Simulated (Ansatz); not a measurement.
# CH6Sn: taking an electron away

How much energy removes an electron from CH6Sn at fixed geometry? The cation is run at each level and the neutral's energy taken from earlier runs.

The runs use Ansatz 0.2.0, Gaussian basis; unrestricted cation, the program's frozen cores in correlated methods.

The runs, in order: UKS PBE-D4/def2-TZVPP; UKS r2SCAN-D4/def2-TZVPP; UKS PBE0-D4/def2-TZVPP; UKS B3LYP-D4/def2-TZVPP; UKS wB97X-V/def2-TZVPP; UKS wB97M-V/def2-TZVPP; UKS B2PLYP/def2-TZVPP; UHF-CCSD(T)/def2-TZVPP; UHF-CCSD(T)/def2-QZVPP; extrapolation to the limit; then −ε(HOMO) from the neutral's earlier runs with LDA (SPW92), PBE-D4, revPBE-D4, BLYP-D4, r2SCAN-D4, B97M-V, PBE0-D4, B3LYP-D4, r2SCANh-D4, r2SCAN0-D4, HSE06-D4, BHLYP-D4, CAM-B3LYP-D4, LC-ωPBE, ωB97X-V, ωB97M-V.

## Step 1: The relaxed structure

An earlier PBE0-D4 in a triple-zeta def2 set relaxation fixed the geometry. Sn takes the def2 core potential; no spin-orbit term is included.

SMILES `[CH3][SnH3]`, 8 atoms, charge 0, spin multiplicity 1.

Atoms are counted from 1 here; the program's logs count them from 0.

Bond lengths: C1–Sn2 2.140 Å, C1–H3 1.090 Å, C1–H4 1.090 Å, C1–H5 1.090 Å, Sn2–H6 1.709 Å, Sn2–H7 1.709 Å, Sn2–H8 1.709 Å. Angles: Sn2–C1–H3 110.0°, Sn2–C1–H4 110.0°, Sn2–C1–H5 110.0°, H3–C1–H4 109.0°, H3–C1–H5 109.0°, H4–C1–H5 109.0°, C1–Sn2–H6 110.1°, C1–Sn2–H7 110.1°, C1–Sn2–H8 110.1°, H6–Sn2–H7 108.8°, H6–Sn2–H8 108.8°, H7–Sn2–H8 108.8°.

Geometry (Å):

```
C     1.0945    0.3674   -0.1106
Sn   -0.9194   -0.3291    0.0821
H     1.3005    0.6277   -1.1488
H     1.7893   -0.4112    0.2040
H     1.2446    1.2491    0.5123
H    -2.0120    0.8868   -0.4175
H    -1.1567   -1.7164   -0.8878
H    -1.2487   -0.7315    1.7104
```

## Step 2: Cation, UKS PBE-D4/def2-TZVPP

File in.yaml:

```yaml
crystal:
  periodic: [false, false, false]
  atoms:
    - {symbol: C, position_ang: [1.094459, 0.367391, -0.110629]}
    - {symbol: Sn, position_ang: [-0.919357, -0.329068, 0.082127]}
    - {symbol: H, position_ang: [1.300518, 0.627717, -1.148804]}
    - {symbol: H, position_ang: [1.789320, -0.411191, 0.204039]}
    - {symbol: H, position_ang: [1.244608, 1.249150, 0.512261]}
    - {symbol: H, position_ang: [-2.012033, 0.886774, -0.417452]}
    - {symbol: H, position_ang: [-1.156729, -1.716411, -0.887787]}
    - {symbol: H, position_ang: [-1.248687, -0.731462, 1.710444]}
basis:
  gaussian: {orbitals: def2-TZVPP}
total_charge: 1
magnetization: {spin_polarized: true, initial_magnetization: 1}
hamiltonian: {xc: pbe, dispersion: d4}
```

Run with:

```console
$ ansatz run in.yaml --threads 2 --pin off --events-out ev --progress --plain --max-ram 32768MiB --backend cpu
```

Further steps of the session: Cation, UKS r2SCAN-D4/def2-TZVPP; Cation, UKS PBE0-D4/def2-TZVPP; Cation, UKS B3LYP-D4/def2-TZVPP; Cation, UKS wB97X-V/def2-TZVPP; Cation, UKS wB97M-V/def2-TZVPP; Cation, UKS B2PLYP (frozen core)/def2-TZVPP; Cation, UHF-CCSD(T)/def2-TZVPP; Cation, UHF-CCSD(T)/def2-QZVPP.

**Question.** What will the summary of the whole plan be? Wanted: ionisation energy, CCSD(T)/CBS; nearest functional by difference; nearest −ε(HOMO); −ε(HOMO) of PBE; T1 of the cation.

**Answer**, as computed:

```
                        quantity               value
  ionisation energy, CCSD(T)/CBS            10.76 eV
nearest functional by difference  ωB97M-V (-0.12 eV)
                nearest −ε(HOMO)  ωB97X-V (-0.03 eV)
                 −ε(HOMO) of PBE             7.23 eV
                T1 of the cation               0.016
```

**Reading.** By cation minus neutral, the functionals miss by 0.33 eV at most. −ε(HOMO) of PBE misses by 3.5 eV, since self-interaction lifts the level. Among orbital estimates ωB97X-V comes nearest. Hartree-Fock falls 1.16 eV short, as the neutral has more correlation energy than the cation. Correlated methods include outer-core shells of Sn, which these sets cover unevenly. With outer-core shells in play the reference is unsure by up to some tenths of an eV, so close misses can't be ranked.
